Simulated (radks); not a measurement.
# Sn¹²⁺ in [Kr] 4d2: an all-electron calculation

The task here is to estimate one member of a computed series from the others.

Method: Dirac Kohn-Sham, LDA (Slater exchange, VWN5 correlation), spin-unpolarised, spherical densities, point nucleus; open shells are shared between the two j in proportion to 2j + 1. Code: radks (a radial shooting solver on a logarithmic mesh, Libxc functionals) version 1.

### The atom as given

- element: tin (Z = 50)
- charge: +12
- electrons: 38
- configuration: [Kr] 4d2

The outer shells:

Sn¹²⁺
```
[Kr] core
4d [↑ ][↑ ][  ][  ][  ]
```

The first run:

Settings of this run:

```text
Z 50
configuration [Kr] 4d2 5s0 5p0
relativity Dirac
functional lda,vwn5
spin unpolarised
j_filling average
nucleus point
c 137.035999084
```

On the command line:

```console
> python run_ks.py task.json out
```

This one command runs every case of the session in turn.

Steps of the session up to this table: Self-consistent calculation.

One of the session's tables, all rows but one given; the rest of the session is left out.

It belongs to the step «Orbitals and density». From the orbitals of this run (lengths in bohr):

```
level      <r>  outermost maximum (interpolated)  90 % within  nodes
1s1/2  0.02908                            0.0188       0.0522      0
2s1/2   0.1252                             0.106        0.194      1
2p1/2   0.1058                            0.0818        0.173      0
2p3/2   0.1112                            0.0863        0.181      0
3s1/2   0.3385                             0.308        0.498      2
3p1/2   0.3288                             0.294        0.495      1
3p3/2   0.3399                             0.304        0.510      1
3d3/2        ?                                 ?            ?      ?
3d5/2   0.3138                             0.251        0.494      0
4s1/2   0.7705                             0.725         1.10      3
4p1/2   0.7951                             0.742         1.15      2
4p3/2   0.8160                             0.762         1.18      2
4d3/2   0.8729                             0.798         1.29      1
4d5/2   0.8792                             0.804         1.29      1
5s1/2    1.483                              1.47         2.07      4
5p1/2    1.556                              1.54         2.18      3
5p3/2    1.586                              1.57         2.22      3
```

**Question.** Estimate the row for 3d3/2.

As computed: <r>: 0.3103; outermost maximum (interpolated): 0.248; 90 % within: 0.489; nodes: 0. In the column «<r>» it lies between 2s1/2 (0.1252) and 3d5/2 (0.3138).

Caveats from the session: Spin polarisation and multiplet splitting are left out.
